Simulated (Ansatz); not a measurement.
# CH4Si + HBr: a complex and its separated parts

The complex below is one end of an elementary step. How strongly is it bound against its free parts?

The runs use Ansatz 0.2.0, Gaussian basis; PBE0-D4/def2-TZVP structures, single points in def2-TZVPP, no counterpoise correction.

Levels: SPW92, PBE-D4, BLYP-D4, r2SCAN-D4, B97M-V, PBE0-D4, B3LYP-D4, r2SCAN0-D4, BHLYP-D4, CAM-B3LYP-D4, wB97X-V, wB97M-V, B2PLYP, PBE-QIDH, RPA on PBE, Hartree-Fock, MP2, CCSD, CCSD(T).

Cores are frozen in the correlated methods. Filled d shells of the heavier atoms are correlated. B3LYP uses VWN-RPA correlation. B2PLYP carries no dispersion term here.

## Step 1: The starting structure

The complex: 8 atoms, charge 0, spin multiplicity 1.

Atoms are counted from 1 here; the program's logs count them from 0.

Bond lengths: Si1–C3 1.703 Å, Si1–H5 1.477 Å, Si1–H6 1.477 Å, Br2–H4 1.457 Å, C3–H7 1.084 Å, C3–H8 1.084 Å. Angles: C3–Si1–H5 122.4°, C3–Si1–H6 122.4°, H5–Si1–H6 115.2°, Si1–C3–H7 122.1°, Si1–C3–H8 122.1°, H7–C3–H8 115.6°.

Geometry (Å):

```csv
atom,x (Å),y (Å),z (Å)
Si1,-0.8581,0.1191,0.9616
Br2,0.4530,-1.1463,-2.7639
C3,0.7073,0.4687,0.3880
H4,0.3904,-0.5368,-1.4424
H5,-2.0145,0.9950,0.6860
H6,-1.1700,-1.1199,1.7018
H7,0.9351,1.3884,-0.1393
H8,1.5568,-0.1683,0.6084
```

Its parts: CH4Si holds atoms 1, 3, 5, 6, 7, 8; HBr holds atoms 2, 4. Each part counts its atoms afresh in its own runs.

## Step 2: Relaxing CH4Si alone

Input file relax-a/in.yaml:

```yaml
crystal:
  periodic: [false, false, false]
  atoms:
    - {symbol: Si, position_ang: [-0.858060, 0.119103, 0.961560]}
    - {symbol: C, position_ang: [0.707313, 0.468677, 0.387952]}
    - {symbol: H, position_ang: [-2.014476, 0.994951, 0.686028]}
    - {symbol: H, position_ang: [-1.170003, -1.119895, 1.701762]}
    - {symbol: H, position_ang: [0.935125, 1.388443, -0.139324]}
    - {symbol: H, position_ang: [1.556758, -0.168309, 0.608355]}
basis:
  gaussian: {orbitals: def2-TZVP}
hamiltonian: {xc: pbe0, dispersion: d4}
relax: {f_tol: 0.005, max_steps: 200}
```

The command line of these runs was not kept.

Further steps of the session: Relaxing HBr alone; wB97M-V/def2-TZVPP; CCSD(T)/def2-TZVPP; Vibrations of CH4Si; Vibrations of HBr.

Before running it: what results should come out? Wanted: complex less parts, CCSD(T)/def2-TZVPP; with zero-point energy; largest T1 diagnostic.

The runs gave:

```
                              quantity           value
complex less parts, CCSD(T)/def2-TZVPP  -2.90 kcal/mol
                with zero-point energy  -1.67 kcal/mol
                 largest T1 diagnostic           0.015
```

In words: At CCSD(T) the complex lies 2.90 kcal/mol below its parts. B2PLYP is the best functional here (-0.18 kcal/mol from CCSD(T)); SPW92 is the worst (-5.60 kcal/mol). By rung, the mean size of the error is: LDA 5.60, GGA 2.69, meta-GGA 1.44, hybrid 1.86, range-separated hybrid 0.94, double hybrid 0.68 kcal/mol. PBE-D4 gives a relative energy 3.14 kcal/mol too low, an error of 108 % of the reference. No counterpoise was applied, and triple zeta lacks some correlation, so the CCSD(T) reference has a basis error of its own, and close matches with it are partly luck. The restricted Hartree–Fock reference is unstable towards an unrestricted one at one or more of these structures.
